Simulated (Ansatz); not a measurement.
# CH7AlSiTe: the cost of one run

Program: Ansatz 0.2.0. Level of theory: RKS CAM-B3LYP-D4/def2-SVP. These are calculated values, not measurements.

## Step 1: The system as given

Bond lengths: C1–Te2 2.082 Å, Te2–Al3 2.612 Å, Al3–Si4 2.355 Å, C1–H5 1.152 Å, C1–H6 1.118 Å, C1–H7 1.095 Å, Al3–H8 1.576 Å, Si4–H9 1.496 Å, Si4–H10 1.393 Å, Si4–H11 1.499 Å. Angles (14 of 16 angles, heavy atoms first): C1–Te2–Al3 88.9°, Te2–Al3–Si4 119.1°, Te2–C1–H5 110.9°, Te2–C1–H6 113.0°, Te2–C1–H7 112.2°, Te2–Al3–H8 119.2°, Si4–Al3–H8 121.5°, Al3–Si4–H9 105.0°, Al3–Si4–H10 111.9°, Al3–Si4–H11 107.2°, H5–C1–H6 103.5°, H5–C1–H7 106.7°, H6–C1–H7 110.0°, H9–Si4–H10 112.3°.

Coordinates:

```xyz
11

C    -0.9664    2.0068    0.8372
Te    1.0296    1.6124    1.2779
Al    0.5920   -0.9110    0.7668
Si    0.8404   -1.6925   -1.4409
H    -1.1921    3.1328    0.9261
H    -1.2357    1.7695   -0.2217
H    -1.6500    1.4942    1.5218
H     0.2658   -1.8921    1.9566
H    -0.2035   -0.9664   -2.2294
H     2.1254   -1.4677   -1.9300
H     0.4599   -3.1429   -1.4437
```

## Step 2: Relaxing end A

input.yaml reads:

```yaml
crystal:
  periodic: [false, false, false]
  atoms:
    - { symbol: C, position_ang: [-0.9664, 2.0068, 0.8372] }
    - { symbol: Te, position_ang: [1.0296, 1.6124, 1.2779] }
    - { symbol: Al, position_ang: [0.592, -0.911, 0.7668] }
    - { symbol: Si, position_ang: [0.8404, -1.6925, -1.4409] }
    - { symbol: H, position_ang: [-1.1921, 3.1328, 0.9261] }
    - { symbol: H, position_ang: [-1.2357, 1.7695, -0.2217] }
    - { symbol: H, position_ang: [-1.65, 1.4942, 1.5218] }
    - { symbol: H, position_ang: [0.2658, -1.8921, 1.9566] }
    - { symbol: H, position_ang: [-0.2035, -0.9664, -2.2294] }
    - { symbol: H, position_ang: [2.1254, -1.4677, -1.93] }
    - { symbol: H, position_ang: [0.4599, -3.1429, -1.4437] }
basis:
  gaussian: { orbitals: def2-SVP }
hamiltonian:
  xc: cam_b3lyp
  dispersion: d4
relax:
  f_tol: 0.015
  max_steps: 40
```

Launch:

```console
$ ansatz run input.yaml --threads 2 --pin off --max-ram 3072MiB --backend cpu --events-out ev --progress --plain --runs-dir out
```

Q: Estimate wall time and peak memory on 2 threads of Arm Neoverse V1, shared host.

About 76 s, with a peak of 0.34 GiB.
